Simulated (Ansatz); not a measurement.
# Cl₃FMoO: small, medium and large basis sets

One table from this session's results is given with a row withheld; the runs are named, their logs left out.

Computed with Ansatz 0.2.0, Gaussian basis. Level: one geometry, several basis sets.

Plan: PBE0-D4/def2-SVP; ωB97M-V/def2-SVP; PBE0-D4/def2-QZVPP; ωB97M-V/def2-QZVPP; the functionals' def2-TZVPP values are taken from earlier runs.

**The geometry**

The geometry comes from an earlier relaxation with PBE0-D4 in a triple-zeta def2 set; it is a stationary point. Mo takes the def2 core potential; no spin-orbit term is included.

SMILES `[O]=[Mo]([F])([Cl])([Cl])[Cl]`, 6 atoms, charge 0, spin multiplicity 1.

Atoms are counted from 1 here; the program's logs count them from 0.

Bond lengths: O1–Mo2 1.638 Å, Mo2–F3 1.848 Å, Mo2–Cl4 2.270 Å, Mo2–Cl5 2.269 Å, Mo2–Cl6 2.270 Å. Angles: O1–Mo2–F3 104.7°, O1–Mo2–Cl4 105.7°, O1–Mo2–Cl5 102.7°, O1–Mo2–Cl6 105.7°, F3–Mo2–Cl4 84.6°, F3–Mo2–Cl5 152.6°, F3–Mo2–Cl6 84.6°, Cl4–Mo2–Cl5 88.0°, Cl4–Mo2–Cl6 148.5°, Cl5–Mo2–Cl6 88.0°.

Coordinates:

```xyz
6

O    -1.7085   -0.1093    0.2030
Mo   -0.0798   -0.0302    0.0502
F     0.5713   -0.5261    1.7072
Cl    0.5780   -2.1057   -0.5933
Cl    0.1858    0.6360   -2.1024
Cl    0.4954    2.0711    0.6892
```

The first run:

Contents of in.yaml:

```yaml
crystal:
  periodic: [false, false, false]
  atoms:
    - {symbol: O, position_ang: [-1.708505, -0.109294, 0.203001]}
    - {symbol: Mo, position_ang: [-0.079822, -0.030182, 0.050239]}
    - {symbol: F, position_ang: [0.571304, -0.526067, 1.707168]}
    - {symbol: Cl, position_ang: [0.577969, -2.105717, -0.593311]}
    - {symbol: Cl, position_ang: [0.185753, 0.636022, -2.102395]}
    - {symbol: Cl, position_ang: [0.495401, 2.071138, 0.689196]}
basis:
  gaussian: {orbitals: def2-SVP}
hamiltonian: {xc: pbe0, dispersion: d4}
output: {orbitals: {seedname: orbitals}}
```

Launch:

```sh
> ansatz run in.yaml --threads 4 --pin off --events-out ev --progress --plain --max-ram 10444MiB
```

Steps of the session up to this table: PBE0-D4 in def2-SVP; ωB97M-V in def2-SVP; PBE0-D4 in def2-QZVPP; ωB97M-V in def2-QZVPP.

One table of the session follows, with a row left open; its other results are not shown here.

It belongs to the step «Functionals by basis». 

| functional | basis | HOMO (eV) | LUMO (eV) |
| --- | --- | --- | --- |
| PBE0-D4 | def2-SVP | ? | ? |
| PBE0-D4 | def2-TZVPP | -9.24 | -5.44 |
| PBE0-D4 | def2-QZVPP | -9.23 | -5.42 |
| ωB97M-V | def2-SVP | -11.38 | -3.50 |
| ωB97M-V | def2-TZVPP | -11.39 | -3.44 |
| ωB97M-V | def2-QZVPP | -11.40 | -3.43 |

Estimate the missing values for PBE0-D4, def2-SVP.

The run gave: HOMO (eV): -9.27; LUMO (eV): -5.54. In the column «HOMO (eV)» it lies between ωB97M-V, def2-SVP (-11.38) and PBE0-D4, def2-TZVPP (-9.24).
